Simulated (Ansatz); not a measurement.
# CH7BGe (SMILES C[BH][GeH3]) at MP2/def2-SVP

What is the energy change on altering one bond length of CH7BGe at MP2/def2-SVP? 

The calculation is run with Ansatz 0.2.0.

69 further runs of the same task are left out: 69 set aside as unsound or not needed.

### Step 1. Starting point

CH7BGe has 10 atoms, charge 0, and is taken as a singlet. As SMILES, `C[BH][GeH3]`. The coordinates come from a PBE0-D4/def2-TZVP relaxation.

Bond lengths: C1–B2 1.548 Å, B2–Ge3 2.066 Å, C1–H4 1.093 Å, C1–H5 1.106 Å, C1–H6 1.091 Å, B2–H7 1.200 Å, Ge3–H8 1.544 Å, Ge3–H9 1.542 Å, Ge3–H10 1.542 Å. Some angles: C1–B2–Ge3 123.5°, C1–B2–H7 119.3°, Ge3–B2–H7 117.1°, B2–C1–H4 114.7°, B2–C1–H5 102.9°, B2–C1–H6 116.2°, B2–Ge3–H8 109.4°, B2–Ge3–H9 113.8°, B2–Ge3–H10 112.1°, H4–C1–H5 105.3°.

### Step 2. A single-point energy at MP2/def2-SVP

job.yaml reads:

```yaml
crystal:
  periodic: [false, false, false]
  atoms:
    - {symbol: C, position_ang: [-1.211300, 0.848000, -0.579700]}
    - {symbol: B, position_ang: [-0.013900, -0.123000, -0.719700]}
    - {symbol: Ge, position_ang: [1.111300, -0.784600, 0.881600]}
    - {symbol: H, position_ang: [-1.972600, 0.748500, -1.357000]}
    - {symbol: H, position_ang: [-0.747300, 1.837300, -0.749600]}
    - {symbol: H, position_ang: [-1.677100, 0.898700, 0.405800]}
    - {symbol: H, position_ang: [0.326000, -0.481700, -1.813000]}
    - {symbol: H, position_ang: [0.918400, -2.307400, 1.048300]}
    - {symbol: H, position_ang: [0.729200, -0.128900, 2.224000]}
    - {symbol: H, position_ang: [2.620500, -0.558300, 0.662100]}
basis:
  gaussian:
    orbitals: def2-SVP
total_charge: 0
correlation:
  method: mp2
  frozen_orbitals: {B: 1, C: 1, Ge: 9, H: 0}
accuracy: high
```

Launch:

```bash
$ ansatz run job.yaml --threads 1 --pin off --max-ram 3480MiB --events-out events.jsonl --progress --plain --runs-dir runs
```

Log:

```text
Warning: RAYON_NUM_THREADS=1 ignored (pool sized by the plan → 1); use --threads N
Functional definition: HF
  name "HF"
  exchange = exact_x
  correlation = 0
2179 factors; integrals over basis functions are off by at most 1.0e-8 eV
mean field evaluation 1: about -58275.5615 eV, gradient 2.3e1 eV
mean field evaluation 2: about -58275.6098 eV, gradient 2.3e1 eV
mean field evaluation 4: about -58277.4336 eV, gradient 2.5e0 eV
mean field evaluation 8: about -58277.4603 eV, gradient 1.6e-1 eV
mean field -58277.46042990 eV, -2141.6571689174 hartree, gradient 2.7e-8 eV, S^2 0.000000; 0 other end points of the search recorded, 0 dependent functions left out
11 core orbitals not correlated: weight in the atoms' cores, before any rotation towards them, 1.000 or more for the frozen orbitals, at most 0.000 for the correlated occupied ones
reference -58277.46042990 eV, -2141.6571689174 hartree; 14, 14 occupied and 70, 70 virtual orbitals, 2179 factors
second order -12.71077927 eV of doubles, -0.00000000 eV of singles
Total energy: -58290.17120917 eV, -2142.1242814399 hartree
```

It took 3.9 s on 1 thread of Arm Neoverse V2, shared host; peak memory 0.28 GiB.

### Step 3. The distorted shape

run.yaml reads:

```yaml
crystal:
  periodic: [false, false, false]
  atoms:
    - {symbol: C, position_ang: [-0.830671, 0.897747, -0.191072]}
    - {symbol: B, position_ang: [0.366729, -0.073253, -0.331072]}
    - {symbol: Ge, position_ang: [1.491929, -0.734853, 1.270228]}
    - {symbol: H, position_ang: [-1.972600, 0.748500, -1.357000]}
    - {symbol: H, position_ang: [-0.366671, 1.887047, -0.360972]}
    - {symbol: H, position_ang: [-1.296471, 0.948447, 0.794428]}
    - {symbol: H, position_ang: [0.706629, -0.431953, -1.424372]}
    - {symbol: H, position_ang: [1.299029, -2.257653, 1.436928]}
    - {symbol: H, position_ang: [1.109829, -0.079153, 2.612628]}
    - {symbol: H, position_ang: [3.001129, -0.508553, 1.050728]}
basis:
  gaussian:
    orbitals: def2-SVP
correlation:
  method: mp2
  frozen_orbitals: {B: 1, C: 1, Ge: 9, H: 0}
accuracy: high
```

Launch:

```bash
$ ansatz run run.yaml --threads 1 --pin off --max-ram 3480MiB --events-out events.jsonl --progress --plain --runs-dir runs
```

Log:

```text
Warning: RAYON_NUM_THREADS=1 ignored (pool sized by the plan → 1); use --threads N
[... 4 set-up lines as earlier in the session ...]
2176 factors; integrals over basis functions are off by at most 9.1e-9 eV
mean field evaluation 1: about -58273.2291 eV, gradient 2.2e1 eV
mean field evaluation 2: about -58273.2746 eV, gradient 2.2e1 eV
mean field evaluation 4: about -58275.1673 eV, gradient 2.8e0 eV
mean field evaluation 8: about -58275.2067 eV, gradient 1.8e-1 eV
mean field -58275.20686602 eV, -2141.5743519724 hartree, gradient 2.5e-8 eV, S^2 0.000000; 0 other end points of the search recorded, 0 dependent functions left out
11 core orbitals not correlated: weight in the atoms' cores, before any rotation towards them, 1.000 or more for the frozen orbitals, at most 0.000 for the correlated occupied ones
reference -58275.20686602 eV, -2141.5743519724 hartree; 14, 14 occupied and 70, 70 virtual orbitals, 2176 factors
second order -12.85740891 eV of doubles, -0.00000000 eV of singles
Total energy: -58288.06427494 eV, -2142.0468530349 hartree
```

Wall time 3.9 s (1 thread of Arm Neoverse V2, shared host); peak memory 0.28 GiB.

### Step 4. What came out

Level: MP2/def2-SVP, 11 core orbitals frozen.

```
                                                         quantity           value
                                        first shape: total energy  -2142.12428 Eh
        first shape: correlation energy (11 core orbitals frozen)      -467.1 mEh
                                    distorted shape: total energy  -2142.04685 Eh
    distorted shape: correlation energy (11 core orbitals frozen)      -472.5 mEh
energy change with the C1–H4 bond stretched from 1.093 to 1.639 Å        2.107 eV
```

What this shows: With the C1–H4 bond stretched from 1.093 to 1.639 Å the energy rises by 2.11 eV (49 kcal/mol). The first shape isn't relaxed at this level, so the change isn't measured from a minimum. A restricted reference can't describe the breaking bond well at this length.
